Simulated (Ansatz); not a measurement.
## 3 structures of Ba2NF: a ranking of polymorphs by energy

Program: Ansatz 0.2.0 through its Python package.

`ba2nf_polymorphs.py`:
```python
'''Relative energies of Ba2NF phases, at the given cells.'''

import warnings

import ansatz
from ase import Atoms
import numpy as np
import pandas as pd


def run_phase(name, crystal):
    calc = (
        crystal.calculation()
        .basis(41 * ansatz.Ry)
        .functional(ansatz.Functional.LDA)
        .kpoints(spacing=0.3)
        .occupations('gaussian', width=0.02)
        .stress()
        .band_table()
    )
    return calc.run(threads=1, pin='off')


def gap_ev(outcome):
    # nan where the run reports no band edges: a metal, overlapping bands, or a gap that is small against the smearing
    edges = outcome.report.get('band_edges_ev')
    return edges[1] - edges[0] if edges else float('nan')


def volume_per_atom(outcome):
    return abs(np.linalg.det(outcome.lattice.cell_ang)) / len(outcome.lattice.sites)


def pressure_gpa(outcome):
    return float(np.trace(outcome.report['stress_gpa']) / 3)

warnings.simplefilter('ignore', ansatz.DeckWarning)

phases = {}
atoms = Atoms(
    ['Ba', 'Ba', 'N', 'F'],
    scaled_positions=[
        (0.0, 0.0, 0.0),
        (0.5, 0.5, 0.5),
        (0.0, 0.0, 0.5),
        (0.5, 0.5, 0.0),
    ],
    cell=[
        (4.108196, 0.0, 0.0),
        (0.0, 4.108196, 0.0),
        (0.0, 0.0, 5.598757),
    ],
    pbc=True,
)
p4_mmm = ansatz.Crystal.from_ase(atoms)
phases['P4/mmm'] = p4_mmm
i4_1_amd = (
    ansatz.Lattice.from_parameters(5.740824, 5.740824, 11.644424, alpha=90, beta=90, gamma=90)
    .space_group(141, hermann_mauguin='I41/amd', origin_choice=1)
    .atom('Ba', (0.5, 0.5, 0.269078))
    .atom('N', (0.0, 0.0, 0.0))
    .atom('F', (0.5, 0.5, 0.0))
    .primitive()
)
phases['I4_1/amd'] = i4_1_amd
r_3m = (
    ansatz.Lattice.from_parameters(7.067405, 7.067405, 7.067405, alpha=33.06039, beta=33.06039, gamma=33.06039)
    .atom('Ba', (0.75764002, 0.75764002, 0.75764002))
    .atom('Ba', (0.24235998, 0.24235998, 0.24235998))
    .atom('N', (0.5, 0.5, 0.5))
    .atom('F', (0.0, 0.0, 0.0))
)
phases['R-3m'] = r_3m

done = {}
for name, crystal in phases.items():
    try:
        done[name] = run_phase(name, crystal)
    except ansatz.NonConvergedError as error:
        print(name, 'did not converge:', str(error)[:120])

energy = {name: o.report['energy_sigma0_ev'] / len(o.lattice.sites) for name, o in done.items()}
lowest = min(energy.values())
rows = [(name, len(o.lattice.sites), 1000 * (energy[name] - lowest), gap_ev(o), volume_per_atom(o), pressure_gpa(o)) for name, o in done.items()]
rows.sort(key=lambda row: row[2])
print(pd.DataFrame(rows, columns=['phase', 'atoms', 'dE (meV/atom)', 'gap (eV)', 'V (A^3/atom)', 'P (GPa)']).round(4).to_string(index=False))
```

```console
$ python ba2nf_polymorphs.py
   phase  atoms  dE (meV/atom)  gap (eV)  V (A^3/atom)  P (GPa)
    R-3m      4         0.0000    1.0055       23.3742  -4.7311
I4_1/amd      8        56.5849    0.3655       23.9854  -5.3478
  P4/mmm      4       170.2166       NaN       23.6229  -5.6361
```

By space group at the end of each run: R-3m (+0 meV an atom, 23.4 Å³), I4_1/amd (+57 meV an atom, 24.0 Å³) and P4/mmm (+170 meV an atom, 23.6 Å³).

What to keep in mind:
- Pressure is positive in compression.
- The meshes are coarse for the metals among these phases, whose energies can be off by up to 40 meV an atom.
- The cells come from databases of deposited and of computed structures, and not all need be stable phases.
- Gaps and levels are Kohn-Sham values on a finite set of k-points, without spin-orbit coupling.
- The ranking holds among these structures alone, at zero temperature; the ground state may be another structure. Differences under about 40 meV an atom lie within the error of mesh and functional.
- Wall time of the script: 13 s on 1 thread of AMD EPYC 9R45 96-Core Processor (Zen 5), on a shared host, peak memory 0.77 GiB.
